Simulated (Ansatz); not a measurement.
# FH2O2Sn radical: geometry optimisation

Aim: relax FH2O2Sn radical at this level.

Method: UKS PBE0-D4/def2-TZVP; program: Ansatz 0.2.0.

## Step 1: Starting geometry

SMILES `[OH][Sn]([OH])[F]`, 6 atoms, charge 0, spin multiplicity 2.

Atoms are counted from 1 here; the program's logs count them from 0.

Bond lengths: O1–Sn2 2.036 Å, O1–H5 0.980 Å, Sn2–O3 2.030 Å, Sn2–F4 1.973 Å, O3–H6 0.980 Å. Angles: Sn2–O1–H5 109.1°, O1–Sn2–O3 106.5°, O1–Sn2–F4 104.9°, O3–Sn2–F4 103.6°, Sn2–O3–H6 109.2°.

Coordinates:

```xyz
6

O    -0.6187    1.3811   -0.5189
Sn   -0.4983   -0.4322    0.3986
O     1.4465   -0.6830    0.9250
F    -0.7614   -1.7501   -1.0454
H    -1.2675    1.3272   -1.2512
H     1.7416    0.0931    1.4458
```

## Step 2: Relaxation

File input.yaml:

```yaml
crystal:
  periodic: [false, false, false]
  atoms:
    - { symbol: O, position_ang: [-0.61869, 1.381061, -0.518925] }
    - { symbol: Sn, position_ang: [-0.498302, -0.432186, 0.398583] }
    - { symbol: O, position_ang: [1.446484, -0.683048, 0.924995] }
    - { symbol: F, position_ang: [-0.761388, -1.750134, -1.045449] }
    - { symbol: H, position_ang: [-1.267497, 1.327196, -1.251201] }
    - { symbol: H, position_ang: [1.741593, 0.093111, 1.445797] }
magnetization:
  spin_polarized: true
  initial_magnetization: 1
basis:
  gaussian: { orbitals: def2-TZVP }
hamiltonian:
  xc: pbe0
  dispersion: d4
output:
  forces: true
relax:
  f_tol: 0.003
  max_steps: 120
```

On the command line:

```bash
> ansatz run input.yaml --threads 1 --pin off --max-ram 2560MiB --backend cpu --events-out ev --progress --plain --runs-dir out
```

**Question.** What will these runs give? Wanted: energy gained; root mean square move; dipole moment.

The runs gave:

```
             quantity      value
        energy gained  0.1180 eV
root mean square move    0.106 Å
        dipole moment     2.91 D
```

What this shows: Bond lengths: O1–Sn2 1.968 Å, O1–H5 0.963 Å, Sn2–O3 1.961 Å, Sn2–F4 1.926 Å, O3–H6 0.963 Å. Angles: Sn2–O1–H5 113.5°, O1–Sn2–O3 105.4°, O1–Sn2–F4 106.4°, O3–Sn2–F4 105.2°, Sn2–O3–H6 111.8°. No frequencies were computed here.
